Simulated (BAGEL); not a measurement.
# B2NH3F (SMILES B[N]BF): ROHF/6-31G(d) (density fitting with qzvpp-jkfit, spherical functions)

What is the vertical doublet–quartet gap of B2NH3F at ROHF/6-31G* (density fitting with qzvpp-jkfit, spherical functions)? 

Program for the calculation: BAGEL 1.2.2.

20 further runs of the same task are left out: 20 set aside as unsound or not needed.

### Step 1. Starting point

B2NH3F: 7 atoms, total charge 0, spin state doublet. SMILES: `B[N]BF`. The shape is that of a GFN2-xTB optimisation. This is one conformer, not always the lowest.

Bond lengths: B1–N2 1.323 Å, N2–B3 1.366 Å, B3–F4 1.331 Å, B1–H5 1.178 Å, B1–H6 1.179 Å, B3–H7 1.182 Å. Angles: B1–N2–B3 172.9°, N2–B3–F4 121.7°, N2–B1–H5 122.8°, N2–B1–H6 120.9°, N2–B3–H7 121.7°, F4–B3–H7 116.6°, H5–B1–H6 116.3°.

### Step 2. A single-point energy at ROHF/6-31G(d) (density fitting with qzvpp-jkfit, spherical functions)

Input file input.json:

```json
{ "bagel": [

{
  "title": "molecule",
  "basis": "6-31gs.json",
  "df_basis": "qzvpp-jkfit",
  "angstrom": true,
  "geometry": [
    { "atom": "B", "xyz": [   -0.833390,    1.052730,   -0.144290 ] },
    { "atom": "N", "xyz": [   -0.035920,    0.019970,    0.073430 ] },
    { "atom": "B", "xyz": [    0.844810,   -1.022290,    0.140430 ] },
    { "atom": "F", "xyz": [    0.537740,   -2.158210,    0.763150 ] },
    { "atom": "H", "xyz": [   -0.844980,    1.647720,   -1.161250 ] },
    { "atom": "H", "xyz": [   -1.582900,    1.424760,    0.686210 ] },
    { "atom": "H", "xyz": [    1.914640,   -0.964670,   -0.357690 ] }
  ]
},
{ "title": "rohf", "nopen": 1 },
{ "title": "print", "file": "orbitals.molden", "orbitals": true }

]}
```

The basis set 6-31G* is read from a file made from the Basis Set Exchange's data (not shown).

Run with:

```sh
$ BAGEL_NUM_THREADS=1 BAGEL input.json > input.out
```

The program printed:

```text
* using 1 threads per process

  ===============================================================
  ===============================================================

  *** Geometry ***

  { "atom" : "B", "xyz" : [     -1.574879,      1.989371,     -0.272669 ] },
  { "atom" : "N", "xyz" : [     -0.067879,      0.037738,      0.138763 ] },
  { "atom" : "B", "xyz" : [      1.596460,     -1.931848,      0.265374 ] },
  { "atom" : "F", "xyz" : [      1.016181,     -4.078426,      1.442144 ] },
  { "atom" : "H", "xyz" : [     -1.596781,      3.113740,     -2.194444 ] },
  { "atom" : "H", "xyz" : [     -2.991247,      2.692406,      1.296749 ] },
  { "atom" : "H", "xyz" : [      3.618145,     -1.822962,     -0.675936 ] },

  Number of auxiliary basis functions:      358

  Since a DF basis is specified, we compute 2- and 3-index integrals:
    o Being stored without compression. Storage requirement is 0.011 GB

  Number of basis functions:       62
  Number of electrons      :       29

    * METHOD: MOLECULE                             0.09

  *** Open-shell HF ***

  === Nuclear Repulsion ===
    90.1674551030

      * DIIS with orbital gradients will be used.

  === ROHF iteration (6-31gs.json) ===
      0       -204.75493835          0.05928861           0.03
      1       -204.92137226          0.04305169           0.03
      2       -204.99797646          0.02666066           0.03
      3       -205.05056557          0.00466952           0.03
      4       -205.05753452          0.00255574           0.03
      5       -205.05983058          0.00104034           0.03
      6       -205.06040989          0.00031767           0.03
      7       -205.06064351          0.00024535           0.03
      8       -205.06069029          0.00017051           0.03
      9       -205.06072906          0.00011025           0.03
     10       -205.06075175          0.00004503           0.03
     11       -205.06076003          0.00001992           0.03
     12       -205.06076030          0.00001061           0.03
     13       -205.06075971          0.00000499           0.03
     14       -205.06075927          0.00000214           0.03
     15       -205.06075909          0.00000112           0.02
     16       -205.06075918          0.00000061           0.03
     17       -205.06075925          0.00000045           0.03
     18       -205.06075927          0.00000034           0.02
     19       -205.06075928          0.00000022           0.03
     20       -205.06075929          0.00000011           0.03
     21       -205.06075929          0.00000006           0.03
     22       -205.06075929          0.00000003           0.02
     23       -205.06075929          0.00000002           0.03
     24       -205.06075929          0.00000001           0.03
    * SCF iteration converged.

    * S^2 (ROHF) is 0.7500

    * Permanent dipole moment:
           (   -0.095139,    -0.330032,     0.173762) a.u.

    * METHOD: ROHF                                 0.73

    * METHOD: PRINT                                0.01

  ===============================================================
```

Wall time 1 s (1 thread of AMD EPYC 9R45 (Zen 5), shared host).

### Step 3. The quartet

Input file input.json:

```json
{ "bagel": [

{
  "title": "molecule",
  "basis": "6-31gs.json",
  "df_basis": "qzvpp-jkfit",
  "angstrom": true,
  "geometry": [
    { "atom": "B", "xyz": [      -0.833390,       1.052730,      -0.144290 ] },
    { "atom": "N", "xyz": [      -0.035920,       0.019970,       0.073430 ] },
    { "atom": "B", "xyz": [       0.844810,      -1.022290,       0.140430 ] },
    { "atom": "F", "xyz": [       0.537740,      -2.158210,       0.763150 ] },
    { "atom": "H", "xyz": [      -0.844980,       1.647720,      -1.161250 ] },
    { "atom": "H", "xyz": [      -1.582900,       1.424760,       0.686210 ] },
    { "atom": "H", "xyz": [       1.914640,      -0.964670,      -0.357690 ] }
  ]
},

{
  "title": "rohf",
  "nopen": 3
},

{
  "title": "print",
  "file": "orbitals.molden",
  "orbitals": true
}

]}
```

The basis set 6-31G* is read from a file made from the Basis Set Exchange's data (not shown).

Run with:

```sh
$ BAGEL_NUM_THREADS=1 BAGEL input.json > input.out
```

The program printed:

```text
* using 1 threads per process

  ===============================================================
  ===============================================================

  *** Geometry ***

  { "atom" : "B", "xyz" : [     -1.574879,      1.989371,     -0.272669 ] },
  { "atom" : "N", "xyz" : [     -0.067879,      0.037738,      0.138763 ] },
  { "atom" : "B", "xyz" : [      1.596460,     -1.931848,      0.265374 ] },
  { "atom" : "F", "xyz" : [      1.016181,     -4.078426,      1.442144 ] },
  { "atom" : "H", "xyz" : [     -1.596781,      3.113740,     -2.194444 ] },
  { "atom" : "H", "xyz" : [     -2.991247,      2.692406,      1.296749 ] },
  { "atom" : "H", "xyz" : [      3.618145,     -1.822962,     -0.675936 ] },

  Number of auxiliary basis functions:      358

  Since a DF basis is specified, we compute 2- and 3-index integrals:
    o Being stored without compression. Storage requirement is 0.011 GB

  Number of basis functions:       62
  Number of electrons      :       29

    * METHOD: MOLECULE                             0.09

  *** Open-shell HF ***

  === Nuclear Repulsion ===
    90.1674551030

      * DIIS with orbital gradients will be used.

  === ROHF iteration (6-31gs.json) ===
      0       -204.51540168          0.05423388           0.03
      1       -204.67124200          0.04030579           0.03
      2       -204.74539942          0.02532415           0.03
      3       -204.80101881          0.00675877           0.03
      4       -204.81789368          0.00456425           0.03
      5       -204.82850966          0.00295221           0.03
      6       -204.83335126          0.00200366           0.03
      7       -204.83595516          0.00140680           0.03
      8       -204.83750142          0.00080702           0.03
      9       -204.83819447          0.00056062           0.03
     10       -204.83844798          0.00033410           0.03
     11       -204.83864053          0.00019271           0.03
     12       -204.83876136          0.00011559           0.03
     13       -204.83878276          0.00005009           0.03
     14       -204.83882338          0.00002802           0.03
     15       -204.83882667          0.00001422           0.03
     16       -204.83883316          0.00000812           0.03
     17       -204.83883259          0.00000396           0.03
     18       -204.83883308          0.00000215           0.03
     19       -204.83883385          0.00000113           0.03
     20       -204.83883413          0.00000055           0.03
     21       -204.83883451          0.00000036           0.03
     22       -204.83883446          0.00000015           0.03
     23       -204.83883463          0.00000009           0.03
     24       -204.83883462          0.00000004           0.03
     25       -204.83883463          0.00000002           0.03
     26       -204.83883463          0.00000001           0.03
     27       -204.83883464          0.00000001           0.03
    * SCF iteration converged.

    * S^2 (ROHF) is 3.7500

    * Permanent dipole moment:
           (   -0.765957,     0.542119,    -0.003793) a.u.

    * METHOD: ROHF                                 0.82

    * METHOD: PRINT                                0.01

  ===============================================================
```

Wall time 1.1 s (1 thread of AMD EPYC 9R45 (Zen 5), shared host).

### Step 4. Summary of results

Level: ROHF/6-31G* (density fitting with qzvpp-jkfit, spherical functions).

```
                                        quantity          value
                           doublet: total energy  -205.06076 Eh
                          doublet: dipole moment         0.98 D
                                   doublet: ⟨S²⟩          0.750
                           quartet: total energy  -204.83883 Eh
                          quartet: dipole moment         2.39 D
                                   quartet: ⟨S²⟩          3.750
vertical energy of the quartet above the doublet       6.039 eV
```

At this shape the quartet lies 6.04 eV (139 kcal/mol) above the doublet.
